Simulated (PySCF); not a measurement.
# C6H7F: runs on many settings

Aim: see how C6H7F (`C#C[C@@H]1CC[C@@H]1F`) answers to the choice of functional, basis, grid and SCF options.

Programs: PySCF 2.14.0, with density-fitted response routines of our own. Each step states its level of theory. These are calculated values for one molecule, in the gas phase or a continuum, unless marked as measured. Atoms count from 0, in the outputs and in this text.

## 1. Starting geometry

14 atoms, charge 0, multiplicity 1; geometry from: GFN2-xTB.

Bonds of the start (Å): C0–C1 1.20, C1–C2 1.44, C2–C3 1.55, C3–C4 1.54, C4–C5 1.53, C5–F6 1.37, C5–C2 1.55, C0–H7 1.05, C2–H8 1.09, C3–H9 1.09, C3–H10 1.09, C4–H11 1.09, C4–H12 1.09, C5–H13 1.09.

## 2. Nuclear shieldings: PBE0/pcSseg-1

Job settings and geometry (Å):

```
{"job": {"kind": "nmr", "xc": "PBE0", "basis": "pcSseg-1"}, "charge": 0, "multiplicity": 1}
C      2.666194    -0.236889    -0.222842
C      1.630388    -0.162458     0.371540
C      0.359686    -0.068814     1.047759
C     -0.703458    -1.051006     0.498014
C     -1.369621     0.108882    -0.258251
C     -0.528922     1.098420     0.552139
F      0.098127     2.074905    -0.175998
H      3.582650    -0.300211    -0.728278
H      0.516761    -0.091389     2.128634
H     -1.331685    -1.467892     1.281801
H     -0.311788    -1.855562    -0.119501
H     -2.448691     0.205080    -0.162866
H     -1.092920     0.136595    -1.309967
H     -1.067400     1.609867     1.355677
```

Level: GIAO PBE0/pcSseg-1 NMR shielding, non-relativistic, gas phase.

Command:

```bash
> OMP_NUM_THREADS=1 python probes_run.py task.json out
```

One launch serves the whole session: the jobs run in the order shown.

Log:

```text
coarse grid: 11944 points
cycle   1  E = -332.0616526714  dE =  1.006e+00  |g| = 5.547e-01  |ddm| = 3.521e+00
cycle   2  E = -332.0395401536  dE =  2.211e-02  |g| = 6.998e-01  |ddm| = 1.170e+00
cycle   3  E = -332.1225726607  dE = -8.303e-02  |g| = 9.925e-02  |ddm| = 6.187e-01
cycle   4  E = -332.1240658450  dE = -1.493e-03  |g| = 5.011e-02  |ddm| = 1.129e-01
cycle   5  E = -332.1245770276  dE = -5.112e-04  |g| = 2.065e-02  |ddm| = 4.629e-02
cycle   6  E = -332.1246728444  dE = -9.582e-05  |g| = 4.129e-03  |ddm| = 1.731e-02
cycle   7  E = -332.1246766316  dE = -3.787e-06  |g| = 9.454e-04  |ddm| = 3.923e-03
final grid: 116456 points
cycle   8  E = -332.1765611961  dE = -3.714e-05  |g| = 8.517e-03  |ddm| = 5.070e-02
cycle   9  E = -332.1765471147  dE =  1.408e-05  |g| = 1.204e-02  |ddm| = 1.825e-02
cycle  10  E = -332.1765777728  dE = -3.066e-05  |g| = 1.779e-03  |ddm| = 1.046e-02
cycle  11  E = -332.1765784062  dE = -6.333e-07  |g| = 5.612e-04  |ddm| = 1.536e-03
cycle  12  E = -332.1765784778  dE = -7.158e-08  |g| = 1.839e-04  |ddm| = 5.154e-04
cycle  13  E = -332.1765784843  dE = -6.495e-09  |g| = 2.948e-05  |ddm| = 1.483e-04
cycle  14  E = -332.1765784844  dE = -1.619e-10  |g| = 8.862e-06  |ddm| = 3.452e-05
converged SCF energy = -332.1765784844

GIAO shielding tensors (ppm)
atom      isotropic    diamagn.    paramagn.     s11        s22        s33       span
  0 C      105.828     257.848    -152.019     31.936     43.051    242.498    210.562
  1 C       99.959     259.189    -159.230     -6.194     10.283    295.788    301.982
  2 C      153.011     252.115     -99.104    136.766    151.953    170.315     33.550
  3 C      165.995     248.240     -82.245    144.922    168.987    184.077     39.154
  4 C      155.465     249.543     -94.078    136.065    149.152    181.178     45.113
  5 C       99.578     240.977    -141.399     65.953     84.060    148.721     82.767
  6 F      363.391     472.590    -109.199    304.873    379.041    406.259    101.386
  7 H       29.929      34.079      -4.150     24.901     25.121     39.763     14.863
  8 H       28.450      28.721      -0.271     23.746     27.856     33.748     10.002
  9 H       29.845      29.886      -0.041     26.589     27.155     35.792      9.204
 10 H       29.809      29.312       0.496     26.367     27.774     35.284      8.917
 11 H       29.305      29.046       0.258     25.721     26.750     35.444      9.723
 12 H       29.048      29.475      -0.427     26.684     27.158     33.301      6.618
 13 H       26.691      29.392      -2.701     22.923     27.142     30.009      7.087
```

Wall time 49 s (1 thread, shared host).

Shifts follow as δ = σ(reference) − σ, with reference shieldings (ppm) from runs at the same level and on the same kind of geometry: 1H TMS 31.72, 13C TMS 186.9, 19F CFCl3 170.9. The references are single molecules in the gas phase, so shifts against H2O, NH3, PH3, H3PO4 or CFCl3 are not on the usual liquid scales and can be off by tens of ppm.

```
atoms                           environment  σ (ppm)  δ (ppm)  δ scaled to CDCl3
   C5                    sp3 CH bonded to F     99.6     87.3               83.3
   C1                         alkyne carbon    100.0     87.0               83.0
   C0                terminal alkyne carbon    105.8     81.1               77.2
   C2                    propargylic sp3 CH    153.0     33.9               31.2
   C4                     sp3 CH2 in a ring    155.5     31.5               28.8
   C3                     sp3 CH2 in a ring    166.0     20.9               18.5
  H13     hydrogen on an sp3 CH bonded to F    26.69     5.03               4.84
   H8      hydrogen on a propargylic sp3 CH    28.45     3.27               3.19
  H12      hydrogen on an sp3 CH2 in a ring    29.05     2.67               2.62
  H11      hydrogen on an sp3 CH2 in a ring    29.30     2.41               2.38
  H10      hydrogen on an sp3 CH2 in a ring    29.81     1.91               1.90
   H9      hydrogen on an sp3 CH2 in a ring    29.85     1.87               1.87
   H7  hydrogen on a terminal alkyne carbon    29.93     1.79               1.79
   F6             fluorine on an sp3 carbon    363.4   -192.4                  –
```

The scaled column applies a straight-line fit of computed shieldings to shifts measured in CDCl3, and one for carbons that bear F (root-mean-square error 0.16 ppm for H, 1.9 ppm for C).

Charges from the same density, by scheme (e):

```
atoms  Mulliken    IAO  Hirshfeld  ESP fit
   C0     -0.38  -0.25      -0.12    -0.39
   C1      0.35  -0.02      -0.04    -0.05
   C2     -0.37  -0.15      -0.02     0.03
   C3     -0.15  -0.26      -0.06    -0.11
   C4     -0.21  -0.29      -0.08    -0.22
   C5      0.26   0.19       0.07     0.29
   F6     -0.32  -0.31      -0.11    -0.27
```

Mayer bond orders: C0–C1 2.52, C1–C2 0.99, C2–C3 0.99, C3–C4 1.04, C4–C5 1.03, C5–F6 0.92, C5–C2 0.97.

Ring of atoms C2, C3, C4, C5: NICS(0) -1.3, NICS(1) -1.4, NICS(1)zz 2.0 ppm (means of both faces; NICS(1) differs between them: -2.6 and -0.2).

The two faces differ (NICS(1)zz -1.2 and 5.3 ppm).

## 3. Excited states and response: PBE0/def2-SVPD

The job, as its differences from that of step 2:

```diff
@@ -1,2 +1,2 @@
-{"job": {"kind": "nmr", "xc": "PBE0", "basis": "pcSseg-1"}, "charge": 0, "multiplicity": 1}
+{"job": {"kind": "uv", "xc": "PBE0", "basis": "def2-SVPD", "nstates": 6, "ntriplets": 2}, "charge": 0, "multiplicity": 1}
 C      2.666194    -0.236889    -0.222842
```

With the program's defaults for keys left out, this is: TDDFT PBE0/def2-SVPD, vertical, gas phase, core orbitals frozen in the response.

Log:

```text
coarse grid: 11944 points
cycle   1  E = -331.8776878956  dE =  9.430e-01  |g| = 5.147e-01  |ddm| = 9.235e+00
cycle   2  E = -331.8554467000  dE =  2.224e-02  |g| = 6.521e-01  |ddm| = 2.421e+00
cycle   3  E = -331.9339210931  dE = -7.847e-02  |g| = 9.476e-02  |ddm| = 1.091e+00
cycle   4  E = -331.9353241895  dE = -1.403e-03  |g| = 4.553e-02  |ddm| = 1.903e-01
cycle   5  E = -331.9357422681  dE = -4.181e-04  |g| = 2.015e-02  |ddm| = 1.098e-01
cycle   6  E = -331.9358364049  dE = -9.414e-05  |g| = 4.216e-03  |ddm| = 4.024e-02
cycle   7  E = -331.9358405636  dE = -4.159e-06  |g| = 8.626e-04  |ddm| = 1.099e-02
final grid: 116456 points
cycle   8  E = -331.9874465082  dE = -3.414e-05  |g| = 8.370e-03  |ddm| = 1.595e-01
cycle   9  E = -331.9874321854  dE =  1.432e-05  |g| = 1.188e-02  |ddm| = 3.904e-02
cycle  10  E = -331.9874625562  dE = -3.037e-05  |g| = 1.705e-03  |ddm| = 2.384e-02
cycle  11  E = -331.9874631781  dE = -6.219e-07  |g| = 4.990e-04  |ddm| = 3.097e-03
cycle  12  E = -331.9874632348  dE = -5.678e-08  |g| = 1.693e-04  |ddm| = 1.075e-03
cycle  13  E = -331.9874632409  dE = -6.002e-09  |g| = 2.872e-05  |ddm| = 3.313e-04
cycle  14  E = -331.9874632410  dE = -1.658e-10  |g| = 9.031e-06  |ddm| = 1.233e-04
converged SCF energy = -331.9874632410

Static polarisability (au): isotropic 66.430, principal 56.780 59.479 83.033

Singlet excitations
state   eV       nm        f      main configurations
  1   6.5327    189.8   0.00042   H->L+1 0.30, H-1->L 0.23, H->L 0.17
  2   6.7628    183.3   0.00387   H-1->L 0.38, H->L+1 0.37
  3   6.7886    182.6   0.00323   H-1->L+1 0.38, H->L 0.31, H-1->L+2 0.11
  4   7.4328    166.8   0.04012   H->L 0.38, H->L+2 0.20, H->L+3 0.12
  5   7.5374    164.5   0.03613   H-1->L+2 0.47, H-1->L 0.21, H-1->L+3 0.14
  6   7.8070    158.8   0.04757   H->L+2 0.36, H->L+4 0.18, H-1->L+1 0.16

Triplet excitations (Tamm-Dancoff, eV): 5.3386 5.8513
```

Run time: 68 s. Hardware: 1 thread, shared host.

The orbitals next to the gap, with their largest atomic shares:

```
orbital     eV                       atoms
 HOMO−3  -9.46   F6 24 %, C4 17 %, C2 16 %
 HOMO−2  -9.10   F6 21 %, C5 18 %, C4 18 %
 HOMO−1  -7.74    C0 38 %, C1 35 %, C2 8 %
   HOMO  -7.72    C0 37 %, C1 34 %, C2 8 %
   LUMO   0.48  H8 14 %, C2 12 %, H13 11 %
 LUMO+1   0.77   C0 20 %, C1 15 %, C3 13 %
 LUMO+2   1.20   C0 28 %, C1 20 %, H12 9 %
```

With each of the 6 states as a Gaussian band of 0.4 eV half-width at 1/e, the curve within the window shown has maxima at 163 nm (ε 4,300) L/(mol cm). Beyond the last state computed it falls off for lack of states. The curve at chosen wavelengths:

(nm, ε (L/mol/cm)): (153, 1385), (155, 2110), (157, 2880), (160, 3846), (162, 4201), (164, 4252), (166, 4002), (169, 3212), (171, 2564), (173, 1942), (175, 1418), (178, 870), (180, 647), (182, 504), (184, 409), (187, 308), (189, 252), (191, 201), (193, 154), (196, 97), (198, 68), (200, 46), (202, 30), (205, 15), (207, 9), (209, 5)

Further results of this job:

```
           property  computed
  dipole moment (D)      2.16
polarisability (Å³)      9.84
 HOMO–LUMO gap (eV)      8.20
      −ε(HOMO) (eV)      7.72
```

(Part 1 of 2 ends here.)
